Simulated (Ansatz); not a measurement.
**F3H2O2Ta: basis-set convergence**

Aim: see how fast density functionals converge with the basis set for F3H2O2Ta.

Method: one geometry, several basis sets; program: Ansatz 0.2.0, Gaussian basis.

The runs, in order: PBE0-D4/def2-SVP; ωB97M-V/def2-SVP; PBE0-D4/def2-QZVPP; ωB97M-V/def2-QZVPP; the functionals' def2-TZVPP values are taken from earlier runs.

## Step 1: The geometry

All runs share one geometry, relaxed beforehand with PBE0-D4 in a triple-zeta def2 set. Ta takes the def2 core potential; no spin-orbit term is included.

SMILES `[OH][Ta]([OH])([F])([F])[F]`, 8 atoms, charge 0, spin multiplicity 1.

Atoms are counted from 1 here; the program's logs count them from 0.

Bond lengths: O1–Ta2 1.882 Å, O1–H7 0.960 Å, Ta2–O3 1.883 Å, Ta2–F4 1.884 Å, Ta2–F5 1.872 Å, Ta2–F6 1.871 Å, O3–H8 0.953 Å. Angles: Ta2–O1–H7 124.8°, O1–Ta2–O3 94.7°, O1–Ta2–F4 91.4°, O1–Ta2–F5 116.8°, O1–Ta2–F6 116.8°, O3–Ta2–F4 173.8°, O3–Ta2–F5 90.1°, O3–Ta2–F6 90.2°, F4–Ta2–F5 87.0°, F4–Ta2–F6 87.1°, F5–Ta2–F6 126.2°, Ta2–O3–H8 164.0°.

## Step 2: PBE0-D4 in def2-SVP

Input file in.yaml:

```yaml
crystal:
  periodic: [false, false, false]
  atoms:
    - {symbol: O, position_ang: [-1.021377, -1.072473, -0.826438]}
    - {symbol: Ta, position_ang: [-0.132015, 0.439569, -0.143951]}
    - {symbol: O, position_ang: [1.075298, -0.552049, 0.907010]}
    - {symbol: F, position_ang: [-1.246221, 1.597898, -1.127072]}
    - {symbol: F, position_ang: [1.293034, 1.109008, -1.155742]}
    - {symbol: F, position_ang: [-0.850436, 1.213426, 1.401026]}
    - {symbol: H, position_ang: [-0.803817, -1.981026, -0.606956]}
    - {symbol: H, position_ang: [1.777634, -0.811452, 1.496325]}
basis:
  gaussian: {orbitals: def2-SVP}
hamiltonian: {xc: pbe0, dispersion: d4}
output: {orbitals: {seedname: orbitals}}
```

Further steps of the session: ωB97M-V in def2-SVP; PBE0-D4 in def2-QZVPP; ωB97M-V in def2-QZVPP.

**Question.** What will the summary of the whole plan be? Wanted: PBE0-D4: double and triple zeta above quadruple; ωB97M-V: double and triple zeta above quadruple.

**Answer**, as computed:

| quantity | value |
| --- | --- |
| PBE0-D4: double and triple zeta above quadruple | 16.45, 0.68 eV |
| ωB97M-V: double and triple zeta above quadruple | 16.74, 0.64 eV |

In words: PBE0-D4 gains 15.77 eV from double to triple zeta, then 0.68 eV more. Total energies overstate the basis error of differences, where much of it tends to cancel.
